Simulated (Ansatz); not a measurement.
**Tl3S: equation of state with PBE**

Tl3S:

```
Tl S
1.0
    -2.35097    2.35097    5.14280
     2.35097   -2.35097    5.14280
     2.35097    2.35097   -5.14280
Tl S
3 1
Direct
  0.50000 0.50000 0.00000
  0.25000 0.75000 0.50000
  0.75000 0.25000 0.50000
  0.00000 0.00000 0.00000
```

The cell comes from a database or a generator and needn't be the stable form of this composition.

```
Program             : Ansatz 0.2.0
Task                : equation of state
Functional          : PBE
Potentials or basis : Ansatz PAW
Cutoff              : 420 eV
Density cutoff      : 1680 eV
k mesh              : 8 × 8 × 8
Occupations         : fermi-dirac, width 0.05 eV
Spin                : no spin polarisation
```

The equilibrium volume is 28.49 Å³/atom and the bulk modulus at fixed shape and positions is 31 GPa. The pressure derivative of the bulk modulus is 5.2.

Energy against volume, from the lowest point:
```
volume (Å³/atom)  energy (meV/atom)
          26.719              12.30
          27.288               5.42
          27.856               1.43
          28.425               0.00
          28.993               0.82
          29.562               3.62
          30.130               8.19
```

All runs of the series together: 17 s on 2 threads of Intel(R) Xeon(R) 6975P-C (Granite Rapids), on a shared host.

Caveat: the cell was scaled at fixed shape and fractional positions, which overstates the stiffness of a crystal with free parameters, most of all of layers and chains. Spin-orbit coupling is left out, which matters for the levels of Tl.
